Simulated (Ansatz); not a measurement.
**LaBi: how the settings move a single-point run**

Question: which choices in the input matter for LaBi? The cell is built on a prototype (NiAs type) and needn't be the phase found in nature.

Program: Ansatz 0.2.0. Level of theory: reference: DFT, PBEsol, plane waves, PAW. These are calculated values, not measurements.

3 further runs of the same task are left out: 2 for a known fault of the program, 1 that didn't finish.

## 1. The starting structure

The structure is hexagonal, space group P6_3/mmc (No. 194). Conventional cell: a = 4.655 Å, b = 4.655 Å, c = 8.140 Å, α = 90.00°, β = 90.00°, γ = 120.00°. La (site symmetry -3m) is surrounded by 6 Bi at 3.37 Å. Bi (site symmetry -6m2) has 6 La at 3.37 Å as nearest neighbours.

Coordinates:

```xyz
4
Lattice="4.6545 0.0000 0.0000 -2.3273 4.0310 0.0000 0.0000 0.0000 8.1405" Properties=species:S:1:pos:R:3 pbc="T T T"
La    0.0000    0.0000    0.0000
La    0.0000    0.0000    4.0702
Bi    0.0000    2.6873    2.0351
Bi    2.3273    1.3437    6.1054
```

## 2. Baseline

input.yaml

```yaml
crystal:
  lattice:
    - [4.6545493818, 0.0, 0.0]
    - [-2.3272746909, 4.0309580078, 0.0]
    - [0.0, 0.0, 8.1404882729]
  atoms:
    - { symbol: La, position: [0.0, 0.0, 0.0] }
    - { symbol: La, position: [0.0, 0.0, 0.5] }
    - { symbol: Bi, position: [0.3333333333, 0.6666666667, 0.25] }
    - { symbol: Bi, position: [0.6666666667, 0.3333333333, 0.75] }
kpoints:
  mp_grid: { grid: [6, 6, 2] }
hamiltonian:
  xc: pbesol
scf:
  occupations: { method: fermi_dirac, width: 0.02 }
  n_extra_bands: 5
output:
  forces: true
  stress: true
  eigenvalues: true
  write_density: true
  write_potential: true
  elf: true
  volumetric_format: npy
```

On the command line:

```console
> ansatz run input.yaml --threads 4 --pin off --max-ram 3686MiB --backend cpu --events-out ev --progress --plain --runs-dir out
```

## 3. A run with other settings

Changes to input.yaml since step 2:

```diff
@@ -15,3 +15,3 @@
 scf:
-  occupations: { method: fermi_dirac, width: 0.02 }
+  occupations: { method: fixed }
   n_extra_bands: 5
@@ -21,5 +21 @@
   eigenvalues: true
-  write_density: true
-  write_potential: true
-  elf: true
-  volumetric_format: npy
```

(Steps that only read results are left out.)

**Question.** What will these runs give? Wanted: for each run, ending; energy change; pressure; gap; force.

**Answer**, as computed:

```tsv
run	ending	energy change	pressure (GPa)	gap (eV)	force (eV/Å)	cycles	time
reference	converged	0	-2.0	0.00	0.00	6	2.1 s
1: occupations.method fixed, width left out	converged	+3.5 meV/atom (σ→0)	-1.9	0.00	0.00	6	1.8 s
```

Times don't compare one to one where runs were asked for different outputs or read a saved state (see the inputs); cycles may leave out searches for a lower state.

Residual by cycle in the longest SCF loop of each run; runs are numbered as in the table. The quantity is the density residual dr2, in eV.

```tsv
cycle	reference	run 1
1	0.00573	0.00926
2	0.00115	0.00181
3	8.7e-5	9.3e-5
4	8.7e-6	6.6e-6
5	4.5e-7	2.0e-7
6	3.0e-8	1.5e-8
```

**Reading.** Changing the smearing moves the energy by +3.5 meV/atom (σ→0 values). Run 1 forced a fixed filling on bands that overlap, as the log warns, so it is not on the ground state.
